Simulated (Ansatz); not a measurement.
# CH7BGeS: one species, many methods

Aim: compute CH7BGeS with functionals from several rungs and with coupled cluster, and see how far each lands from CCSD(T) at the basis-set limit for the atomisation energy.

The runs use Ansatz 0.2.0, Gaussian basis; functionals in def2-TZVPP, the program's frozen cores in correlated methods.

Levels to be run: PBE-D4, r2SCAN-D4, PBE0-D4, B3LYP-D4, ωB97X-V, ωB97M-V, B2PLYP; CCSD(T)/def2-TZVPP; MP2/def2-QZVPP; extrapolation to the limit.

## Step 1: The geometry

All runs share one geometry, relaxed beforehand with PBE0-D4 in a triple-zeta def2 set.

SMILES `CS[BH][GeH3]`, 11 atoms, charge 0, spin multiplicity 1.

Atoms are counted from 1 here; the program's logs count them from 0.

Bond lengths: C1–S2 1.811 Å, C1–H5 1.090 Å, C1–H6 1.090 Å, C1–H7 1.088 Å, S2–B3 1.745 Å, B3–Ge4 2.057 Å, B3–H8 1.195 Å, Ge4–H9 1.541 Å, Ge4–H10 1.539 Å, Ge4–H11 1.541 Å. Angles: S2–C1–H5 108.9°, S2–C1–H6 108.9°, S2–C1–H7 109.9°, H5–C1–H6 109.1°, H5–C1–H7 110.0°, H6–C1–H7 110.0°, C1–S2–B3 106.7°, S2–B3–Ge4 118.0°, S2–B3–H8 120.0°, Ge4–B3–H8 122.0°, B3–Ge4–H9 110.4°, B3–Ge4–H10 113.1°, B3–Ge4–H11 110.4°, H9–Ge4–H10 107.9°, H9–Ge4–H11 106.9°, H10–Ge4–H11 107.9°.

## Step 2: PBE-D4 (GGA)

The input, in.yaml:

```yaml
crystal:
  periodic: [false, false, false]
  atoms:
    - {symbol: C, position_ang: [-0.058996, 1.851895, 1.575719]}
    - {symbol: S, position_ang: [0.336549, 1.164223, -0.051749]}
    - {symbol: B, position_ang: [-0.126758, -0.517932, -0.010038]}
    - {symbol: Ge, position_ang: [0.175512, -1.645563, -1.703758]}
    - {symbol: H, position_ang: [-0.771136, 2.667401, 1.451337]}
    - {symbol: H, position_ang: [0.853724, 2.241815, 2.025807]}
    - {symbol: H, position_ang: [-0.486037, 1.078218, 2.210455]}
    - {symbol: H, position_ang: [-0.603593, -0.981400, 0.982982]}
    - {symbol: H, position_ang: [-1.158010, -2.238047, -2.199870]}
    - {symbol: H, position_ang: [0.795928, -0.843576, -2.861801]}
    - {symbol: H, position_ang: [1.108214, -2.834033, -1.398586]}
basis:
  gaussian: {orbitals: def2-TZVPP}
hamiltonian: {xc: pbe, dispersion: d4}
output: {forces: true, orbitals: {seedname: orbitals}}
```

On the command line:

```sh
ansatz run in.yaml --threads 4 --pin off --events-out ev --progress --plain --max-ram 10444MiB
```

Further steps of the session: r2SCAN-D4 (meta-GGA); PBE0-D4 (hybrid); B3LYP-D4 (hybrid); ωB97X-V (range-separated); ωB97M-V (range-separated); B2PLYP (double hybrid); CCSD(T) in def2-TZVPP; MP2 in def2-QZVPP.

Q: Predict the results of all the runs planned. Wanted: atomisation energy, CCSD(T)/CBS; farthest; mean size of error, hybrid; mean size of error, range-separated; gap, smallest and largest; T1 diagnostic; triples share of the correlation energy.

**Answer**, as computed:

| quantity | value |
| --- | --- |
| atomisation energy, CCSD(T)/CBS | 3570.9 kJ/mol |
| functionals within 35.7 kJ/mol (1.0 %) | PBE-D4, r2SCAN-D4, PBE0-D4, B3LYP-D4, ωB97X-V, ωB97M-V |
| farthest | B2PLYP (-43.1 kJ/mol) |
| mean size of error, hybrid | 4.1 kJ/mol |
| mean size of error, range-separated | 11.6 kJ/mol |
| gap, smallest and largest | 4.52 eV (PBE-D4), 10.94 eV (ωB97X-V) |
| T1 diagnostic | 0.0138 |
| triples share of the correlation energy | 4.0 % |

PBE-D4 is off by +35.6 kJ/mol. Double hybrids carry the basis error of their MP2 part in triple zeta, and no dispersion term here, so their miss is partly the set-up's. The reference freezes the cores and leaves out relativity and excitations past (T), and its outer-core shells are covered unevenly, so misses under about 35.7 kJ/mol can't be ranked. Hartree-Fock recovers 75 % of the binding; the rest is correlation. Orbital gaps span 4.5 to 10.9 eV; exact exchange widens them. Correlated methods include outer-core shells of Ge, which these sets cover unevenly.
